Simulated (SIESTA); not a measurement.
# Nb3Au: equation of state with PBEsol

The system is Nb3Au.

```xyz
4
Lattice="1.7391 -2.2060 0.0000 1.7391 2.2060 0.0000 0.0000 0.0000 9.3525" Properties=species:S:1:pos:R:3 pbc="T T T"
Au    0.0000    0.0000    0.0000
Nb    1.7391    0.0000    2.3204
Nb    0.0000    0.0000    4.6762
Nb    1.7391    0.0000    7.0321
```

The cell comes from a database or a generator and needn't be the stable form of this composition.

```yaml
Program: SIESTA 5.4.2
Task: equation of state
Functional: PBEsol
Potentials_or_basis: PseudoDojo 0.4 standard (PBEsol files)
Basis: DZP (energy shift 0.003 Ry; two zetas on semicore shells)
Grid_cutoff: 800 Ry
Energy_shift: 0.003 Ry
k_mesh: 10 × 10 × 3
Occupations: fermi-dirac, width 0.05 eV
Spin: no spin polarisation
```

The equilibrium volume is 17.42 Å³/atom and the bulk modulus at fixed shape and positions is 192 GPa. The pressure derivative of the bulk modulus is 4.5.

Energy against volume, from the lowest point:
| volume (Å³/atom) | energy (meV/atom) |
| --- | --- |
| 16.864 | 10.49 |
| 17.223 | 0.54 |
| 17.582 | 0.00 |
| 17.941 | 7.90 |
| 18.300 | 23.38 |
| 18.658 | 45.57 |
| 19.017 | 73.78 |

All runs of the series together: 37 min on 1 thread of Intel(R) Xeon(R) Platinum 8488C (Sapphire Rapids), on a shared host.

Caveat: short orbitals over semicore shells can move pressures by several GPa; the cell was scaled at fixed shape and fractional positions, which overstates the stiffness of a crystal with free parameters, most of all of layers and chains; the basis of atomic orbitals isn't converged, which shifts pressures, moduli and gaps. Spin-orbit coupling is left out, which matters for the levels of Au.
